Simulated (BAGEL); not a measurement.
**C2H5AlO (SMILES [CH3][Al]1[CH2][O]1) at PBE0/6-31G(d) (density fitting with qzvpp-jkfit, spherical functions)**

What is the energy change on altering one bond length of C2H5AlO at PBE0/6-31G* (density fitting with qzvpp-jkfit, spherical functions)? 

The calculation is run with BAGEL 1.2.2.

1 further run of the same task is left out (set aside as unsound or not needed).

## (1) The structure to begin with

C2H5AlO: 9 atoms, total charge 0, spin state singlet. As SMILES, `[CH3][Al]1[CH2][O]1`. Geometry: relaxed at PBE0-D4/def2-TZVP.

Bond lengths: C1–Al2 1.934 Å, Al2–C3 1.883 Å, Al2–O4 1.707 Å, C3–O4 1.488 Å, C1–H5 1.093 Å, C1–H6 1.091 Å, C1–H7 1.094 Å, C3–H8 1.091 Å, C3–H9 1.091 Å. Some angles: C1–Al2–C3 171.7°, C1–Al2–O4 139.6°, C3–Al2–O4 48.7°, Al2–C3–O4 59.5°, Al2–O4–C3 71.8°, Al2–C1–H5 110.3°, Al2–C1–H6 112.2°, Al2–C1–H7 110.1°, Al2–C3–H8 123.8°, Al2–C3–H9 123.8°.

## (2) A single-point energy at PBE0/6-31G(d) (density fitting with qzvpp-jkfit, spherical functions)

File job.json:

```json
{ "bagel" : [

{
  "title" : "molecule",
  "basis" : "6-31gs.json",
  "df_basis" : "qzvpp-jkfit",
  "angstrom" : true,
  "geometry" : [
    { "atom" : "C", "xyz" : [   -0.670900,    1.320200,   -1.081500 ] },
    { "atom" : "Al", "xyz" : [    0.051300,   -0.076700,    0.044200 ] },
    { "atom" : "C", "xyz" : [    0.678700,   -1.280200,    1.349300 ] },
    { "atom" : "O", "xyz" : [    0.789300,   -1.609500,   -0.097900 ] },
    { "atom" : "H", "xyz" : [    0.039700,    1.575000,   -1.872100 ] },
    { "atom" : "H", "xyz" : [   -0.900200,    2.226000,   -0.517500 ] },
    { "atom" : "H", "xyz" : [   -1.591200,    0.976800,   -1.562100 ] },
    { "atom" : "H", "xyz" : [    0.038500,   -1.980500,    1.887700 ] },
    { "atom" : "H", "xyz" : [    1.653200,   -1.197400,    1.832800 ] }
  ]
},
{
  "title" : "ks",
  "xc_func" : "pbe0",
  "charge" : 0
},
{
  "title" : "print",
  "file" : "orbitals.molden",
  "orbitals" : true
}

]}
```

The basis set 6-31G* is read from a file made from the Basis Set Exchange's data (not shown).

Run with:

```sh
$ BAGEL_NUM_THREADS=1 BAGEL job.json > job.out
```

Output:

```text
* using 1 threads per process

  ===============================================================
  ===============================================================

  *** Geometry ***

  { "atom" : "C", "xyz" : [     -1.267817,      2.494816,     -2.043739 ] },
  { "atom" : "Al", "xyz" : [      0.096943,     -0.144942,      0.083526 ] },
  { "atom" : "C", "xyz" : [      1.282557,     -2.419227,      2.549807 ] },
  { "atom" : "O", "xyz" : [      1.491561,     -3.041514,     -0.185004 ] },
  { "atom" : "H", "xyz" : [      0.075022,      2.976319,     -3.537756 ] },
  { "atom" : "H", "xyz" : [     -1.701131,      4.206530,     -0.977933 ] },
  { "atom" : "H", "xyz" : [     -3.006932,      1.845884,     -2.951941 ] },
  { "atom" : "H", "xyz" : [      0.072754,     -3.742603,      3.567236 ] },
  { "atom" : "H", "xyz" : [      3.124095,     -2.262758,      3.463490 ] },

  Number of auxiliary basis functions:      445

  Since a DF basis is specified, we compute 2- and 3-index integrals:
    o Being stored without compression. Storage requirement is 0.017 GB

  Number of basis functions:       70
  Number of electrons      :       38

    * METHOD: MOLECULE                             0.20

  *** Kohn-Sham DFT ***

    * Removing 16240 points whose weight is below 1.00e-10
    * Grid points: 117914

  === Nuclear Repulsion ===
   145.5006298024

       - DIIS with orbital gradients will be used.

  === KS iteration (pbe0 / 6-31gs.json) ===
      0       -360.98645410          0.15527035           0.29
      1       -307.34396252          0.23149393           0.27
      2       -309.26937746          0.17625846           0.27
      3       -363.75182330          0.20206243           0.27
      4       -395.96175204          0.03942758           0.27
      5       -390.58945505          0.11098469           0.27
      6       -394.43206861          0.07589492           0.27
      7       -390.46030214          0.10843835           0.27
      8       -396.32964935          0.02412169           0.27
      9       -396.52036869          0.00564637           0.27
     10       -396.53027006          0.00316036           0.28
     11       -396.53371621          0.00065838           0.29
     12       -396.53388289          0.00007791           0.29
     13       -396.53388515          0.00001439           0.30
     14       -396.53388520          0.00000760           0.32
     15       -396.53388521          0.00000385           0.28
     16       -396.53388522          0.00000132           0.28
     17       -396.53388522          0.00000031           0.28
     18       -396.53388522          0.00000007           0.28
     19       -396.53388522          0.00000002           0.28
     20       -396.53388522          0.00000000           0.28
    * SCF iteration converged.

    * Permanent dipole moment:
           (    0.546226,    -1.115580,     0.090112) a.u.

    * METHOD: KS                                   6.48

    * METHOD: PRINT                                0.01

  ===============================================================
```

It took 6.9 s on 1 thread of Arm Neoverse V1, shared host; peak memory 0.4 GiB.

## (3) The distorted shape

File job.json:

```json
{ "bagel": [

{
  "title": "molecule",
  "basis": "6-31gs.json",
  "df_basis": "qzvpp-jkfit",
  "angstrom": true,
  "geometry": [
    { "atom": "C", "xyz": [      -0.556249,       0.867297,      -1.363502 ] },
    { "atom": "Al", "xyz": [       0.165951,      -0.529603,      -0.237802 ] },
    { "atom": "C", "xyz": [       0.793351,      -1.733103,       1.067298 ] },
    { "atom": "O", "xyz": [       0.903951,      -2.062403,      -0.379902 ] },
    { "atom": "H", "xyz": [       0.154351,       1.122097,      -2.154102 ] },
    { "atom": "H", "xyz": [      -0.900200,       2.226000,      -0.517500 ] },
    { "atom": "H", "xyz": [      -1.476549,       0.523897,      -1.844102 ] },
    { "atom": "H", "xyz": [       0.153151,      -2.433403,       1.605698 ] },
    { "atom": "H", "xyz": [       1.767851,      -1.650303,       1.550798 ] }
  ]
},

{ "title": "ks", "xc_func": "pbe0" },

{ "title": "print", "file": "orbitals.molden", "orbitals": true }

]}
```

The basis set 6-31G* is read from a file made from the Basis Set Exchange's data (not shown).

Run with:

```sh
$ BAGEL_NUM_THREADS=1 BAGEL job.json > job.out
```

Output:

```text
* using 1 threads per process

  ===============================================================
  ===============================================================

  *** Geometry ***

  { "atom" : "C", "xyz" : [     -1.051158,      1.638954,     -2.576645 ] },
  { "atom" : "Al", "xyz" : [      0.313602,     -1.000805,     -0.449381 ] },
  { "atom" : "C", "xyz" : [      1.499216,     -3.275090,      2.016901 ] },
  { "atom" : "O", "xyz" : [      1.708220,     -3.897377,     -0.717911 ] },
  { "atom" : "H", "xyz" : [      0.291681,      2.120456,     -4.070663 ] },
  { "atom" : "H", "xyz" : [     -1.701131,      4.206530,     -0.977933 ] },
  { "atom" : "H", "xyz" : [     -2.790273,      0.990022,     -3.484848 ] },
  { "atom" : "H", "xyz" : [      0.289413,     -4.598465,      3.034329 ] },
  { "atom" : "H", "xyz" : [      3.340754,     -3.118621,      2.930583 ] },

  Number of auxiliary basis functions:      445

  Since a DF basis is specified, we compute 2- and 3-index integrals:
    o Being stored without compression. Storage requirement is 0.017 GB

  Number of basis functions:       70
  Number of electrons      :       38

    * METHOD: MOLECULE                             0.19

  *** Kohn-Sham DFT ***

    * Removing 15642 points whose weight is below 1.00e-10
    * Grid points: 118512

  === Nuclear Repulsion ===
   143.8730776792

       - DIIS with orbital gradients will be used.

  === KS iteration (pbe0 / 6-31gs.json) ===
      0       -361.39082157          0.15411997           0.29
      1       -311.11561506          0.21340450           0.27
      2       -310.66638545          0.17639263           0.27
      3       -377.27766778          0.16528083           0.27
      4       -395.26124310          0.05240880           0.27
      5       -393.19063284          0.09102580           0.27
      6       -396.37338819          0.01477223           0.27
      7       -396.37516044          0.01480366           0.27
      8       -396.45083259          0.00406658           0.27
      9       -396.45628067          0.00151723           0.27
     10       -396.45725570          0.00045027           0.27
     11       -396.45734163          0.00007475           0.27
     12       -396.45734353          0.00001012           0.27
     13       -396.45734356          0.00000341           0.27
     14       -396.45734357          0.00000235           0.27
     15       -396.45734357          0.00000070           0.27
     16       -396.45734357          0.00000066           0.27
     17       -396.45734357          0.00000007           0.27
     18       -396.45734357          0.00000003           0.27
     19       -396.45734357          0.00000001           0.27
    * SCF iteration converged.

    * Permanent dipole moment:
           (    0.509768,    -0.982173,     0.160609) a.u.

    * METHOD: KS                                   6.00

    * METHOD: PRINT                                0.01

  ===============================================================
```

Wall time 6.6 s (1 thread of Arm Neoverse V1, shared host); peak memory 0.4 GiB.

## (4) Summary of results

Level: PBE0/6-31G* (density fitting with qzvpp-jkfit, spherical functions).

```
                                                         quantity          value
                                        first shape: total energy  -396.53389 Eh
                                       first shape: dipole moment         3.17 D
                                         first shape: HOMO energy       -6.03 eV
                                         first shape: LUMO energy       -0.36 eV
                                       first shape: HOMO–LUMO gap        5.67 eV
                                    distorted shape: total energy  -396.45734 Eh
                                   distorted shape: dipole moment         2.84 D
                                     distorted shape: HOMO energy       -6.07 eV
                                     distorted shape: LUMO energy       -0.96 eV
                                   distorted shape: HOMO–LUMO gap        5.11 eV
energy change with the C1–H6 bond stretched from 1.091 to 1.637 Å       2.083 eV
```

**Reading.** With the C1–H6 bond stretched from 1.091 to 1.637 Å the energy rises by 2.08 eV (48 kcal/mol). The first shape isn't relaxed at this level, so the change isn't measured from a minimum.
